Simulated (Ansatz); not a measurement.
Geometry optimisation, Ansatz, DFT PBE, scalar-relativistic, plane waves, PAW.

Input file:

```yaml
crystal:
  lattice:
    - [0.0, 5.43, 5.43]
    - [5.43, 0.0, 5.43]
    - [5.43, 5.43, 0.0]
  atoms:
    - { symbol: Si, position: [0.0, 0.0, 0.0] }
    - { symbol: Si, position: [0.125, 0.125, 0.125] }
    - { symbol: Si, position: [0.0, 0.0, 0.5] }
    - { symbol: Si, position: [0.125, 0.125, 0.625] }
    - { symbol: Si, position: [0.0, 0.5, 0.0] }
    - { symbol: Si, position: [0.125, 0.625, 0.125] }
    - { symbol: Si, position: [0.0, 0.5, 0.5] }
    - { symbol: Si, position: [0.125, 0.625, 0.625] }
    - { symbol: Si, position: [0.5, 0.0, 0.0] }
    - { symbol: Si, position: [0.625, 0.125, 0.125] }
    - { symbol: Si, position: [0.5, 0.0, 0.5] }
    - { symbol: Si, position: [0.625, 0.125, 0.625] }
    - { symbol: Si, position: [0.5, 0.5, 0.0] }
    - { symbol: Si, position: [0.625, 0.625, 0.125] }
    - { symbol: Si, position: [0.5, 0.5, 0.5] }
    - { symbol: Si, position: [0.625, 0.625, 0.625] }
    - { symbol: Cu, position: [0.31080691, 1.05263512, 0.81485256] }
total_charge: 1
basis:
  ecutwfc: 420.0
kpoints:
  mp_grid: { grid: [2, 2, 2] }
hamiltonian:
  xc: pbe
  pseudopotentials: { kind: paw, azcp: { folder: soft_1 } }
scf:
  occupations: { method: gaussian, width: 0.05 }
  lower_state_search: "off"
relax:
  f_tol: 0.03
  max_steps: 60
  adjacent_minimum: "off"
```

Launched with:

```bash
$ ansatz run input.yaml --threads 1 --pin off --max-ram 3072MiB --backend cpu --events-out ev --progress --plain --runs-dir out
```

Q: Where does it end, and by what steps?

A: The run converged. The force dipped under the threshold on the way, but the program's further checks kept it going. Limits of this set-up: coarse k mesh, charged cell in a uniform background, uncorrected. After 18 steps the energy has fallen by 0.664 eV; Cu17 moved furthest, 0.53 Å. Joined: Si13–Cu17 (3.47 → 2.69 Å).

```json
{"step": "0", "energy less start (eV)": "0.0000", "largest force component (eV/Å)": "1.965", "accepted": "yes"}
{"step": "1", "energy less start (eV)": "-0.4775", "largest force component (eV/Å)": "0.820", "accepted": "yes"}
{"step": "2", "energy less start (eV)": "-0.6083", "largest force component (eV/Å)": "0.121", "accepted": "yes"}
{"step": "3", "energy less start (eV)": "-0.6129", "largest force component (eV/Å)": "0.063", "accepted": "yes"}
{"step": "4", "energy less start (eV)": "-0.6176", "largest force component (eV/Å)": "0.082", "accepted": "yes"}
{"step": "5", "energy less start (eV)": "-0.6203", "largest force component (eV/Å)": "0.081", "accepted": "yes"}
{"step": "6", "energy less start (eV)": "-0.6216", "largest force component (eV/Å)": "0.272", "accepted": "yes"}
{"step": "7", "energy less start (eV)": "-0.6369", "largest force component (eV/Å)": "0.097", "accepted": "yes"}
{"step": "8", "energy less start (eV)": "-0.6556", "largest force component (eV/Å)": "0.046", "accepted": "yes"}
{"step": "9", "energy less start (eV)": "-0.6623", "largest force component (eV/Å)": "0.055", "accepted": "yes"}
{"step": "10", "energy less start (eV)": "-0.6629", "largest force component (eV/Å)": "0.022", "accepted": "yes"}
{"step": "11", "energy less start (eV)": "-0.6631", "largest force component (eV/Å)": "0.008", "accepted": "yes"}
{"step": "12", "energy less start (eV)": "-0.6631", "largest force component (eV/Å)": "0.008", "accepted": "yes"}
{"step": "13", "energy less start (eV)": "-0.6632", "largest force component (eV/Å)": "0.011", "accepted": "yes"}
{"step": "14", "energy less start (eV)": "-0.6633", "largest force component (eV/Å)": "0.016", "accepted": "yes"}
{"step": "15", "energy less start (eV)": "-0.6635", "largest force component (eV/Å)": "0.024", "accepted": "yes"}
{"step": "16", "energy less start (eV)": "-0.6503", "largest force component (eV/Å)": "0.151", "accepted": "no"}
{"step": "17", "energy less start (eV)": "-0.6639", "largest force component (eV/Å)": "0.022", "accepted": "yes"}
{"step": "18", "energy less start (eV)": "-0.6643", "largest force component (eV/Å)": "0.017", "accepted": "yes"}
```

```xyz
17
Lattice="0.0000 5.4300 5.4300 5.4300 0.0000 5.4300 5.4300 5.4300 0.0000" Properties=species:S:1:pos:R:3
Si 0.104 -0.102 -0.084
Si 1.406 1.363 1.315
Si 2.634 2.801 -0.052
Si 4.067 4.024 1.321
Si 2.715 0.027 2.712
Si 4.139 1.290 4.070
Si 5.404 2.715 2.716
Si 6.726 4.135 4.019
Si 0.050 2.767 2.786
Si 1.530 3.891 4.178
Si 2.653 5.378 2.791
Si 4.033 6.821 4.126
Si 2.849 2.579 5.582
Si 4.122 4.098 6.847
Si 5.403 5.455 5.437
Si 6.758 6.737 6.846
Cu 9.848 6.432 7.093
```

Whether the end is a true minimum wasn't checked by a vibrational analysis.

Run time: 2.1 min on 1 thread of Arm Neoverse V1 (shared host), peak memory 0.56 GiB.
